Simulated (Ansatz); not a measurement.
**C₁₀H₁₇GeN: how energies converge with the basis set**

The task here is to estimate one member of a computed series from the others.

The runs use Ansatz 0.2.0, Gaussian basis; one geometry, several basis sets.

Plan: PBE0-D4/def2-SVP; ωB97M-V/def2-SVP; PBE0-D4/def2-QZVPP; ωB97M-V/def2-QZVPP; the functionals' def2-TZVPP values are taken from earlier runs.

### Structure used throughout

An earlier PBE0-D4 in a triple-zeta def2 set relaxation fixed the geometry.

SMILES `CC(C)(C)[N]([GeH3])c1ccccc1`, 29 atoms, charge 0, spin multiplicity 1.

Atoms are counted from 1 here; the program's logs count them from 0.

Bond lengths: C1–C2 1.523 Å, C1–H13 1.092 Å, C1–H14 1.094 Å, C1–H15 1.092 Å, C2–C3 1.526 Å, C2–C4 1.530 Å, C2–N5 1.480 Å, C3–H16 1.093 Å, C3–H17 1.091 Å, C3–H18 1.092 Å, C4–H19 1.092 Å, C4–H20 1.093 Å, C4–H21 1.093 Å, N5–Ge6 1.851 Å, N5–C7 1.421 Å, Ge6–H22 1.533 Å, Ge6–H23 1.538 Å, Ge6–H24 1.549 Å and more. Angles: C2–C1–H13 110.9°, C2–C1–H14 111.9°, C2–C1–H15 109.8°, H13–C1–H14 108.5°, H13–C1–H15 108.5°, H14–C1–H15 107.0°, C1–C2–C3 108.4°, C1–C2–C4 109.2°, C1–C2–N5 108.5°, C3–C2–C4 109.1°, C3–C2–N5 109.9°, C4–C2–N5 111.7°, C2–C3–H16 109.8°, C2–C3–H17 111.6°, C2–C3–H18 110.7°, H16–C3–H17 107.9°, H16–C3–H18 108.4°, H17–C3–H18 108.4° and more.

Set-up of the first run:

Input file in.yaml:

```yaml
crystal:
  periodic: [false, false, false]
  atoms:
    - {symbol: C, position_ang: [-2.741486, 0.738140, 0.167230]}
    - {symbol: C, position_ang: [-1.390224, 0.138667, 0.532160]}
    - {symbol: C, position_ang: [-1.570734, -1.361248, 0.747782]}
    - {symbol: C, position_ang: [-0.891446, 0.775729, 1.830511]}
    - {symbol: N, position_ang: [-0.453045, 0.376323, -0.588281]}
    - {symbol: Ge, position_ang: [-0.489923, 1.961117, -1.543176]}
    - {symbol: C, position_ang: [0.831701, -0.222444, -0.494498]}
    - {symbol: C, position_ang: [1.905124, 0.423843, 0.117639]}
    - {symbol: C, position_ang: [3.158211, -0.167751, 0.169163]}
    - {symbol: C, position_ang: [3.359035, -1.422791, -0.383833]}
    - {symbol: C, position_ang: [2.300416, -2.074667, -0.999925]}
    - {symbol: C, position_ang: [1.052088, -1.477048, -1.060037]}
    - {symbol: H, position_ang: [-3.108810, 0.326165, -0.774937]}
    - {symbol: H, position_ang: [-2.693735, 1.827465, 0.075085]}
    - {symbol: H, position_ang: [-3.469109, 0.515234, 0.949964]}
    - {symbol: H, position_ang: [-2.290138, -1.535208, 1.551382]}
    - {symbol: H, position_ang: [-0.632415, -1.842038, 1.028373]}
    - {symbol: H, position_ang: [-1.944861, -1.838784, -0.160402]}
    - {symbol: H, position_ang: [0.063730, 0.344379, 2.136189]}
    - {symbol: H, position_ang: [-0.759566, 1.854332, 1.709588]}
    - {symbol: H, position_ang: [-1.607428, 0.611493, 2.639974]}
    - {symbol: H, position_ang: [0.729981, 1.897779, -2.469557]}
    - {symbol: H, position_ang: [-1.786849, 2.053020, -2.364082]}
    - {symbol: H, position_ang: [-0.397389, 3.216878, -0.640843]}
    - {symbol: H, position_ang: [1.751453, 1.406110, 0.551823]}
    - {symbol: H, position_ang: [3.980578, 0.355457, 0.644211]}
    - {symbol: H, position_ang: [4.337523, -1.887118, -0.343689]}
    - {symbol: H, position_ang: [2.450755, -3.050579, -1.448024]}
    - {symbol: H, position_ang: [0.226762, -1.970456, -1.559289]}
basis:
  gaussian: {orbitals: def2-SVP}
hamiltonian: {xc: pbe0, dispersion: d4}
output: {orbitals: {seedname: orbitals}}
```

Run with:

```console
ansatz run in.yaml --threads 11 --pin off --events-out ev --progress --plain --max-ram 174080MiB --backend cuda --devices 0, --max-vram 75GiB
```

Steps of the session up to this table: PBE0-D4 in def2-SVP; ωB97M-V in def2-SVP; PBE0-D4 in def2-QZVPP; ωB97M-V in def2-QZVPP.

One of the session's tables, all rows but one given; the rest of the session is left out.

It belongs to the step «Density functionals: the series». 

| functional | basis | HOMO (eV) | LUMO (eV) |
| --- | --- | --- | --- |
| PBE0-D4 | def2-SVP | -6.21 | -0.11 |
| PBE0-D4 | def2-TZVPP | -6.29 | -0.24 |
| PBE0-D4 | def2-QZVPP | ? | ? |
| ωB97M-V | def2-SVP | -8.46 | 1.95 |
| ωB97M-V | def2-TZVPP | -8.55 | 1.73 |
| ωB97M-V | def2-QZVPP | -8.56 | 1.48 |

Estimate the missing values for PBE0-D4, def2-QZVPP.

**Answer.** HOMO (eV): -6.30; LUMO (eV): -0.29. In the column «HOMO (eV)» it lies between ωB97M-V, def2-SVP (-8.46) and PBE0-D4, def2-TZVPP (-6.29).
